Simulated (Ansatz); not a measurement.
**CH₃GaN+ (SMILES N=[C+][GaH2]): one structure at several levels**

One table from this session's results is given with a row withheld; the runs are named, their logs left out.

Method: single points in def2-TZVPP; program: Ansatz 0.2.0, Gaussian basis.

Correlated methods freeze the cores. Filled d shells of the heavier atoms are correlated.

## The system as given

SMILES `N=[C+][GaH2]`, 6 atoms, charge 1, spin multiplicity 1.

Atoms are counted from 1 here; the program's logs count them from 0.

Bond lengths: N1–C2 1.065 Å, N1–H4 1.073 Å, C2–Ga3 2.266 Å, Ga3–H5 1.476 Å, Ga3–H6 1.497 Å. Angles: C2–N1–H4 175.1°, N1–C2–Ga3 173.9°, C2–Ga3–H5 106.8°, C2–Ga3–H6 108.6°, H5–Ga3–H6 144.2°.

Geometry (Å):

```xyz
6
CH3GaN
N    -1.3017   -1.2502   -0.1513
C    -0.5211   -0.5392   -0.0095
Ga    1.0332    1.1050    0.1178
H    -2.0565   -2.0093   -0.2195
H     1.5986    1.2625   -1.2363
H     1.1900    1.5033    1.5523
```

Set-up of the first run:

run/in.yaml

```yaml
crystal:
  periodic: [false, false, false]
  atoms:
    - {symbol: N, position_ang: [-1.301700, -1.250200, -0.151300]}
    - {symbol: C, position_ang: [-0.521100, -0.539200, -0.009500]}
    - {symbol: Ga, position_ang: [1.033200, 1.105000, 0.117800]}
    - {symbol: H, position_ang: [-2.056500, -2.009300, -0.219500]}
    - {symbol: H, position_ang: [1.598600, 1.262500, -1.236300]}
    - {symbol: H, position_ang: [1.190000, 1.503300, 1.552300]}
basis:
  gaussian: {orbitals: def2-TZVPP}
total_charge: 1
correlation: {method: ccsd_t}
output: {forces: true}
```

No record of the launch command was kept for these runs.

Among the steps run: CCSD(T)/def2-TZVPP; PBE0-D4/def2-TZVPP; wB97M-V/def2-TZVPP; r2SCAN-D4/def2-TZVPP; PBE-D4/def2-TZVPP; SPW92/def2-TZVPP; BHLYP-D4/def2-TZVPP.

One of the session's tables, all rows but one given; the rest of the session is left out.

```
   method  RMS force component (eV/Å)  angle to CCSD(T) forces (°)
  CCSD(T)                       5.450                    reference
  PBE0-D4                       5.003                          1.0
  wB97M-V                       4.981                          0.8
r2SCAN-D4                       5.111                          0.4
   PBE-D4                       5.359                          1.2
    SPW92                           ?                            ?
 BHLYP-D4                       4.586                          2.8
```

Q: Estimate the row for SPW92 from the others.

The run gave: RMS force component (eV/Å): 5.071; angle to CCSD(T) forces (°): 1.8. In the column «RMS force component (eV/Å)» it lies between PBE0-D4 (5.003) and r2SCAN-D4 (5.111).
